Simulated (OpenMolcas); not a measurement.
# O⁺: CASSCF and CASPT2 terms and fine-structure levels

Which level of O⁺ lies lowest, and where do the others fall? The reference wave functions come first, then spin-orbit coupling, then second-order correlation under several settings.

Program: OpenMolcas 26.06. Level of theory: state-averaged CASSCF and CASPT2, spin-orbit coupling by RASSI with atomic mean-field integrals. These are calculated values, not measurements, unless marked.

### Step 1. What is computed

- Species: O⁺ (oxygen, Z = 8, 7 electrons)
- Basis: ANO-RCC-VDZP [3s2p1d], 14 functions
- Scalar Hamiltonian: DKH2, point nucleus
- Inactive shells: 1s 2s
- Active space: 3 electrons in 3 orbitals (2p)
- Some configurations of this space: 2s² 2p³
- Orbitals: optimised for each spin and parity, averaged over all roots

Outer shells as boxes (Hund's rule):

2s2 2p3
```
2s [↑↓]
2p [↑ ][↑ ][↑ ]
```

Each step is its own input file, run in one work folder so that later steps find the files of earlier ones. Labels, J, g values, rates, χT and fits are worked out afterwards by a script from the matrices that RASSI stores.

### Step 2. GATEWAY and SEWARD: basis and integrals

Input file a.inp:

```
&GATEWAY
Coord
1

O 0.0 0.0 0.0
Basis=ANO-RCC-VDZP
Group=XYZ
NoMove
AngMom=0.0 0.0 0.0
AMFI
&SEWARD
```

### Step 3. Reference wave functions, quartets of odd parity, 1 root

Input file a.inp:

```
&RASSCF
FileOrb=start.orb
Symmetry=2
Spin=4
nActEl=3 0 0
Inactive=2 0
Ras2=0 3
CIRoot=1 1 1
SDav=1
CIMx=300
Iter=120 100
PrWF=0.3
OrbListing=Nothing
MaxOrb=0
Atom
>>> COPY $Project.JobIph JOB001
```

start.orb holds the contracted functions of the basis, ordered by shell, or the orbitals of the step before.

### Step 4. CASSCF: doublets of odd parity, 8 roots

Input file a.inp:

```
&RASSCF
FileOrb=start.orb
Symmetry=2
Spin=2
nActEl=3 0 0
Inactive=2 0
Ras2=0 3
CIRoot=8 8 1
SDav=8
CIMx=300
Iter=120 100
PrWF=0.3
OrbListing=Nothing
MaxOrb=0
Atom
>>> COPY $Project.JobIph JOB002
```

### Step 5. RASSI: spin-orbit coupling between the states

Input file a.inp:

```
&RASSI
NrOfJobIphs=2 1 8
1
1 2 3 4 5 6 7 8
IphNames
JOB001
JOB002
EJob
SpinOrbit
DIPRint=1.0
SOCoupling=1000.0
Subsets=2
MEES
Property=10
'ANGMOM' 1 'ANGMOM' 2 'ANGMOM' 3 'MLTPL  1' 1 'MLTPL  1' 2 'MLTPL  1' 3
'AMFI' 1 'AMFI' 2 'AMFI' 3 'MLTPL  2' 6
SOProperty=3
'ANGMOM' 1 'ANGMOM' 2 'ANGMOM' 3
```

### Step 6. CASPT2: IPEA 0.25, imaginary shift 0.1 (closed shells correlated: 1s 2s)

Input file a.inp:

```
>>> COPY JOB001 $Project.JobIph
&CASPT2
Multistate=1 1
Frozen=0 0
IPEA=0.25
Imaginary=0.1
MaxIter=60
WThr=0.0 0.3 0.05
PrWF=0.5
NoMix
>>> COPY JOB002 $Project.JobIph
&CASPT2
Multistate=8 1 2 3 4 5 6 7 8
Frozen=0 0
IPEA=0.25
Imaginary=0.1
MaxIter=60
WThr=0.0 0.3 0.05
PrWF=0.5
NoMix
```

### Step 7. CASPT2: IPEA 0.25, imaginary shift 0.1 (closed shells correlated: 2s)

a.inp: that of step 6 with these lines changed.

```diff
@@ -3,3 +3,3 @@
 Multistate=1 1
-Frozen=0 0
+Frozen=1 0
 IPEA=0.25
@@ -13,3 +13,3 @@
 Multistate=8 1 2 3 4 5 6 7 8
-Frozen=0 0
+Frozen=1 0
 IPEA=0.25
```

(Steps that only read results are left out.)

Q: Predict the outcome of this session. Wanted: lowest level; first excited level; spin-orbit lowering of the lowest level; strongest of the lines computed, by gA.

The runs gave:

| quantity | value |
| --- | --- |
| method | SS-CASPT2, IPEA 0.25, imaginary shift 0.1 (closed shells correlated: 1s 2s) |
| lowest level | 2s² 2p³ ⁴S°_3/2, 100 % of that term, g = 2.002 |
| ground level listed by NIST | 4S°3/2 |
| first excited level | 2s² 2p³ ²D°_3/2 at 3.641 eV |
| spin-orbit lowering of the lowest level | 0.0001 eV |
| strongest of the lines computed, by gA (one parity, so forbidden lines), at SS-CASPT2 energies | 2s² 2p³ ²P°_3/2 → 2s² 2p³ ²D°_5/2, 610.6 nm, A = 2.65e-01 s⁻¹ |

Cost and accuracy by method:

| method | time of its own steps | time with the reference | mean absolute difference from the measured levels (cm-1) |
| --- | --- | --- | --- |
| A. CASSCF | 2.4 s | 2.4 s | 6800 |
| B. SS-CASPT2, IPEA 0.25, imaginary shift 0.1, +1s 2s | 0.78 s | 3.2 s | 3900 |
| C. SS-CASPT2, IPEA 0.25, imaginary shift 0.1, +2s | 0.78 s | 3.2 s | 3900 |

Times are of one thread on a shared host.

Second-order correlation (method B) scales the levels of the lowest configuration above 5000 cm⁻¹ by 0.91 to 0.96. Method B lies closest to the measured levels (3900 cm⁻¹ on average, level with C) and A farthest (6800). Only the configurations of the active space and the roots asked for are present. CASPT2 does not keep the components of a term degenerate, and the means are used. With the s shell closed, the highest p terms come out too high. Only valence configurations of the active space appear, up to the ionisation limit; * or ° marks odd parity.
